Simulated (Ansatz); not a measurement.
# CdF₂: a rigid scan of the bond length Cd2–F3

An exercise on one series of results from a longer session: the logs are not shown, and one member is left open.

Computed with Ansatz 0.2.0, Gaussian basis. Level: single points in def2-TZVPP.

Levels: PBE-D4, r2SCAN-D4, PBE0-D4, B3LYP-D4, wB97M-V, Hartree-Fock, MP2, CCSD, CCSD(T). The scan takes 1.729, 1.768, 1.824, 1.890, 1.963, 2.042, 2.126, 2.214, 2.306 Å.

Cores are frozen in the correlated methods. Filled d shells of the heavier atoms are correlated. Core potentials replace the inner electrons past krypton, and spin-orbit coupling is left out. B3LYP uses VWN-RPA correlation.

10 further runs of the same task are left out: 10 set aside as unsound or not needed.

### Where the work starts

The minimum, relaxed at PBE0-D4: SMILES `[F][Cd][F]`, 3 atoms, charge 0, spin multiplicity 1.

Atoms are counted from 1 here; the program's logs count them from 0.

Bond lengths: F1–Cd2 1.921 Å, Cd2–F3 1.921 Å. Angles: F1–Cd2–F3 180.0°.

Coordinates:

```
F     1.4587    0.8531    0.8836
Cd   -0.0037   -0.0215   -0.0044
F    -1.4659   -0.8963   -0.8924
```

Energies of the minimum (eV), from earlier single points: PBE-D4 -9997.25180, r2SCAN-D4 -10001.53184, PBE0-D4 -9996.73923, B3LYP-D4 -10003.74324, wB97M-V -9999.15035, CCSD(T) -9988.50046.

At the minimum the bond length Cd2–F3 is 1.921 Å.

The first run:

The input, ccsdt-tzvpp/in.yaml:

```yaml
crystal:
  periodic: [false, false, false]
  atoms:
    - {symbol: F, position_ang: [1.458675, 0.853129, 0.883596]}
    - {symbol: Cd, position_ang: [-0.003663, -0.021508, -0.004409]}
    - {symbol: F, position_ang: [-1.319455, -0.808700, -0.803448]}
basis:
  gaussian: {orbitals: def2-TZVPP}
correlation: {method: ccsd_t}
```

No record of the launch command was kept for these runs.

Among the steps run: Cd2–F3 = 1.729 Å; Cd2–F3 = 1.768 Å; Cd2–F3 = 1.824 Å; Cd2–F3 = 1.890 Å; Cd2–F3 = 1.963 Å; Cd2–F3 = 2.042 Å; Cd2–F3 = 2.126 Å; Cd2–F3 = 2.214 Å; Cd2–F3 = 2.306 Å.

One of the session's tables, all rows but one given; the rest of the session is left out.

It belongs to the step «The curves». Energies less that of the minimum at the same level (kJ/mol):

| bond length (Å) | PBE-D4 | PBE0-D4 | B3LYP-D4 | wB97M-V | Hartree-Fock |
| --- | --- | --- | --- | --- | --- |
| 1.729 | 57.0 | 51.4 | 56.8 | 55.0 | 60.7 |
| 1.768 | 34.4 | 29.8 | 34.0 | 32.5 | 36.4 |
| 1.824 | 13.3 | 10.3 | 12.9 | 11.8 | 13.8 |
| 1.890 | 1.7 | 0.7 | 1.5 | 1.1 | 1.6 |
| 1.921 (minimum) | 0.0 | 0.0 | 0.0 | 0.0 | 0.0 |
| 1.963 | 0.8 | 2.1 | 1.2 | 1.7 | 1.2 |
| 2.042 | ? | ? | ? | ? | ? |
| 2.126 | 26.1 | 32.7 | 28.6 | 31.5 | 30.7 |
| 2.214 | 48.2 | 57.6 | 52.1 | 56.6 | 56.1 |
| 2.306 | 74.0 | 86.5 | 79.6 | 86.0 | 86.1 |

Estimate the missing values for bond length (Å) = 2.042.

Worked estimate for «PBE-D4». A straight line through the neighbours (1.963, 0.8) and (2.126, 26.1) gives 0.8 + (26.1 − 0.8) × (2.042 − 1.963) / (2.126 − 1.963) = 13.1; a parabola fitted to 4 rows on both sides gives 9.7.

**Answer.** PBE-D4: 9.6; PBE0-D4: 13.5; B3LYP-D4: 10.8; wB97M-V: 12.5; Hartree-Fock: 11.6. In «PBE-D4» the line misses by +3.5 and the parabola by +0.1.

To keep in mind: A polynomial through the near points puts the CCSD(T) minimum 0.007 Å below the PBE0-D4 value.
